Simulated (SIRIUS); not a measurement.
**TiSn in SIRIUS: the effect of functional**

TiSn:

```xyz
2
Lattice="0.0000 2.8005 2.8005 2.8005 0.0000 2.8005 2.8005 2.8005 0.0000" Properties=species:S:1:pos:R:3 pbc="T T T"
Ti    0.0000    0.0000    0.0000
Sn    2.8005    2.8005    2.8005
```

The cell was built by a generator and needn't be a form met in nature.

Alike in all runs:

```yaml
Program: SIRIUS 7.10.0
Task: single point
Potentials_or_basis: PseudoDojo 0.4.1 PBE standard (scalar relativistic)
Cutoff: 1152 eV
Density_cutoff: 4606 eV
k_mesh: 8 × 8 × 8
Occupations: fermi-dirac, width 0.05 eV
Spin: no spin polarisation
```

Problem. One run gave: pressure -6.1 GPa. Which functional did it use?
A. LDA
B. AM05
C. PW91
D. B86bPBE
E. PBEsol

Solution. A.

```csv
functional,pressure (GPa)
LDA,-6.1
PBE,0.1
PBEsol,-3.5
RPBE,2.3
revPBE,1.7
BLYP,4.2
PW91,0.0
AM05,-3.7
RGE2,-2.2
B86bPBE,0.7
mPWLYP,4.1
```

Caveats: the potentials were made for another functional, which shifts forces and pressure (some runs).
